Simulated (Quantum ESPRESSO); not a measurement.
Crystal: CeC.

```
CELL_PARAMETERS angstrom
0.00000 2.59607 2.59607
2.59607 0.00000 2.59607
2.59607 2.59607 0.00000
ATOMIC_POSITIONS crystal
Ce 0.00000 0.00000 0.00000
C 0.50000 0.50000 0.50000
```

The cell comes from a database or a generator and needn't be the stable form of this composition.

```yaml
Program: Quantum ESPRESSO 7.5
Task: single point
Functional: PBE
Potentials_or_basis: SSSP 1.3 efficiency PBE
Cutoff: 748 eV
Density_cutoff: 5987 eV
k_mesh: 9 × 9 × 9
Occupations: fermi-dirac, width 0.05 eV
Spin: collinear spin, ferromagnetic start
Starting_moments: "[1.0, 0.0] μB"
```

On this cell: pressure 0.2 GPa; net moment 0.00 μB per cell; band gap on the k mesh none (metal or under the smearing width).

The same run follows on a disturbed copy (atoms moved at random, drawn with an rms of 0.05 Å):

```
CELL_PARAMETERS angstrom
0.00000 2.59607 2.59607
2.59607 0.00000 2.59607
2.59607 2.59607 0.00000
ATOMIC_POSITIONS crystal
Ce 0.00853 0.99727 0.00191
C 0.49992 0.50211 0.50278
```

**Question.** What changes?

**Answer.** The energy (extrapolated to zero smearing) moves by +0.0 meV/atom; pressure 0.2 GPa; net moment 0.00 μB per cell; band gap on the k mesh none (metal or under the smearing width).

Caveats: the magnetic or orbital state may not be the lowest; spin-orbit coupling is left out, which moves the levels of the heavy elements; without U or exact exchange the open f shell lies at the Fermi level, which spoils levels, moments and volumes.
